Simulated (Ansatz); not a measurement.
**Ba (hcp type): a single-point run**

Aim: a sound single-point run of Ba (hcp type). The structure is shown as the input types it.

Method: DFT, PBEsol, all-electron PAW with datasets made for the crystal, scalar-relativistic, in Ansatz 0.2.0.

**1. The system as given**

The structure is hexagonal, space group P6_3/mmc (No. 194). Conventional cell: a = 4.208 Å, b = 4.208 Å, c = 6.816 Å, α = 90.00°, β = 90.00°, γ = 120.00°. Ba (site symmetry -6m2) has 12 Ba at 4.19 to 4.21 Å in its first shell of neighbours.

As a file:

```
CELL_PARAMETERS angstrom
4.20799 0.00000 0.00000
-2.10399 3.64422 0.00000
0.00000 0.00000 6.81603
ATOMIC_POSITIONS crystal
Ba 0.33333 0.66667 0.25000
Ba 0.66667 0.33333 0.75000
```

**2. Running it**

File input.yaml:

```yaml
crystal:
  lattice:
    - [4.2079870594, 0.0, 0.0]
    - [-2.1039935297, 3.6442236923, 0.0]
    - [0.0, 0.0, 6.8160326717]
  atoms:
    - { symbol: Ba, position: [0.3333333333, 0.6666666667, 0.25] }
    - { symbol: Ba, position: [0.6666666667, 0.3333333333, 0.75] }
kpoints:
  mp_grid: { grid: [10, 10, 6] }
scf:
  occupations: { method: fermi_dirac, width: 0.08 }
  max_iter: 75
hamiltonian:
  xc: pbesol
  pseudopotentials: { kind: all_electron, datasets: crystal }
output:
  forces: true
  stress: true
  eigenvalues: true
magnetization:
  spin_polarized: true
  initial_magnetization: 15
```

Command:

```
$ ansatz run input.yaml --threads 1 --pin off --max-ram 2048MiB --backend cpu --events-out ev --progress --plain --runs-dir out
```

What happens when this is run?

The program finished normally, with warnings (crystal datasets made, seeded moment not kept). Its log warns: «the starting moments were not kept: the SCF closed with an absolute magnetisation of 9.0e-7 μB, where they sum to 15 μB in size (2 sites) ...»

In the input, magnetization.spin_polarized is true; magnetization.initial_magnetization is 15. A typed moment is only a start; here the run ends at the energy of the run without it (within 1 meV an atom), so the result stands.

No remedy is needed.
